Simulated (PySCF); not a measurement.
**C2H7NSi (SMILES C=NC[SiH3]): levels of theory compared**

We compute a comparison of 6 runs (BHLYP/cc-pVDZ, BLYP/cc-pVDZ, CAM-B3LYP/cc-pVDZ, M06-L/cc-pVDZ, SVWN5/cc-pVDZ, wB97X/cc-pVDZ) of C2H7NSi. The job is set up through a Python script.

Program for the calculation: PySCF 2.14.0.

1 further run of the same task is left out (set aside as unsound or not needed).

### Step 1. The structure to begin with

C2H7NSi: 11 atoms, total charge 0, spin state singlet. SMILES: `C=NC[SiH3]`. The coordinates come from a PBE0-D4/def2-TZVP relaxation. This is one conformer, not always the lowest.

Bond lengths: C1–N2 1.259 Å, N2–C3 1.436 Å, C3–Si4 1.892 Å, C1–H5 1.089 Å, C1–H6 1.099 Å, C3–H7 1.095 Å, C3–H8 1.102 Å, Si4–H9 1.487 Å, Si4–H10 1.484 Å, Si4–H11 1.488 Å. Some angles: C1–N2–C3 118.6°, N2–C3–Si4 109.5°, N2–C1–H5 119.2°, N2–C1–H6 123.3°, N2–C3–H7 109.0°, N2–C3–H8 113.6°, Si4–C3–H7 106.9°, Si4–C3–H8 109.5°, C3–Si4–H9 109.5°, C3–Si4–H10 110.5°.

### Step 2. The energy at BHLYP/cc-pVDZ (run 1)

File job.py:

```python
from pyscf import gto, dft

mol = gto.M(
    atom='''
C     -1.208291     3.532465     0.687671
N     -1.887081     1.347564     0.034015
C     -0.565028    -0.788016     1.063160
Si     1.334714    -2.376142    -1.516883
H     -2.165437     5.165566    -0.119431
H      0.315395     3.890946     2.053376
H     -1.946229    -2.175831     1.734580
H      0.690128    -0.305569     2.654120
H      3.268470    -0.588272    -2.494250
H     -0.339773    -3.180409    -3.617881
H      2.626530    -4.630018    -0.439172
''',
    charge=0,
    unit='bohr',
    verbose=3,
    basis='cc-pvdz',
    max_memory=1860,
)

myscf = dft.RKS(mol, xc='bhandhlyp')
myscf.grids.level = 5
myscf.conv_tol = 1e-10
myscf.kernel()
if not myscf.converged:
    myscf = myscf.newton().run(myscf.mo_coeff, myscf.mo_occ)

e_tot = myscf.e_tot
print('Final energy', e_tot)
```

Run with:

```sh
$ OMP_NUM_THREADS=1 python job.py
```

What it wrote:

```text
converged SCF energy = -424.543460286162
Final energy -424.5434602861619
```

Run time: 27 s. Hardware: 1 thread of Intel Xeon at 2.70GHz, shared host; peak memory 0.48 GiB.

### Step 3. A single-point energy at BLYP/cc-pVDZ (run 2)

File input.xyz:

```xyz
11

C     -0.639400     1.869300     0.363900
N     -0.998600     0.713100     0.018000
C     -0.299000    -0.417000     0.562600
Si     0.706300    -1.257400    -0.802700
H     -1.145900     2.733500    -0.063200
H      0.166900     2.059000     1.086600
H     -1.029900    -1.151400     0.917900
H      0.365200    -0.161700     1.404500
H      1.729600    -0.311300    -1.319900
H     -0.179800    -1.683000    -1.914500
H      1.389900    -2.450100    -0.232400
```

File calc.py:

```python
from pyscf import gto, dft

molecule = gto.Mole()
molecule.atom = 'input.xyz'
molecule.max_memory = 1860
molecule.charge = 0
molecule.verbose = 3
molecule.spin = 0
molecule.basis = 'cc-pvdz'
molecule.build()

mf = dft.RKS(molecule, xc='blyp')
mf.conv_tol = 1e-10
mf.grids.level = 5
mf.kernel()
if not mf.converged:
    mf = mf.newton().run(mf.mo_coeff, mf.mo_occ)

etot = mf.e_tot
print('E(%s) = %.9f' % ('BLYP', etot))
```

Run with:

```sh
$ OMP_NUM_THREADS=1 python calc.py
```

What it wrote:

```text
converged SCF energy = -424.551325974329
E(BLYP) = -424.551325974
```

Wall time 29 s (1 thread of Intel Xeon at 2.70GHz, shared host); peak memory 0.48 GiB.

Runs 3 to 5 aren't shown in full; the table further down has their settings and results.

### Step 4. A single-point energy at wB97X/cc-pVDZ (run 6)

File input.py:

```python
from pyscf import gto, dft

system = gto.M(
    atom=[
    ('C', (-0.639400, 1.869300, 0.363900)),
    ('N', (-0.998600, 0.713100, 0.018000)),
    ('C', (-0.299000, -0.417000, 0.562600)),
    ('Si', (0.706300, -1.257400, -0.802700)),
    ('H', (-1.145900, 2.733500, -0.063200)),
    ('H', (0.166900, 2.059000, 1.086600)),
    ('H', (-1.029900, -1.151400, 0.917900)),
    ('H', (0.365200, -0.161700, 1.404500)),
    ('H', (1.729600, -0.311300, -1.319900)),
    ('H', (-0.179800, -1.683000, -1.914500)),
    ('H', (1.389900, -2.450100, -0.232400)),
],
    charge=0,
    max_memory=1860,
    verbose=3,
    basis='cc-pvdz',
)

ks = dft.RKS(system, xc='wb97x')
ks.grids.level = 5
ks.conv_tol = 1e-10
ks.kernel()
if not ks.converged:
    ks = ks.newton().run(ks.mo_coeff, ks.mo_occ)

e_tot = ks.e_tot
print('E(%s) = %.9f' % ('WB97X', e_tot))
```

Run with:

```sh
$ OMP_NUM_THREADS=1 python input.py
```

What it wrote:

```text
converged SCF energy = -424.586936114559
E(WB97X) = -424.586936115
```

It took 39 s on 1 thread of Intel Xeon at 2.70GHz, shared host; peak memory 0.48 GiB.

### Step 5. All runs side by side

```
run              level  energy (Eh)  dipole moment (D)  HOMO energy (eV)  LUMO energy (eV)  wall time
  1      BHLYP/cc-pVDZ  -424.543460               1.44             -8.74              1.09       27 s
  2       BLYP/cc-pVDZ  -424.551326               1.18             -5.63             -1.11       29 s
  3  CAM-B3LYP/cc-pVDZ  -424.554892               1.36             -8.69              1.10       39 s
  4      M06-L/cc-pVDZ  -424.613814               1.28             -6.06             -1.01       47 s
  5      SVWN5/cc-pVDZ  -422.245843               1.23             -5.79             -1.49       16 s
  6      wB97X/cc-pVDZ  -424.586936               1.40             -9.75              2.15       39 s
```

### Step 6. What came out

| quantity | value |
| --- | --- |
| run 6: total energy | -424.58694 Eh |
| run 6: dipole moment | 1.40 D |
| run 6: HOMO energy | -9.75 eV |
| run 6: LUMO energy | 2.15 eV |
| run 6: HOMO–LUMO gap | 11.90 eV |

What this shows: The dipole moment (its size) runs from 1.18 D (BLYP/cc-pVDZ) to 1.44 D (BHLYP/cc-pVDZ). The HOMO–LUMO gap runs from 4.30 eV (SVWN5/cc-pVDZ) to 11.90 eV (wB97X/cc-pVDZ). Totals of different functionals can't be ranked against each other. All runs together took 3.3 min, the longest 47 s.
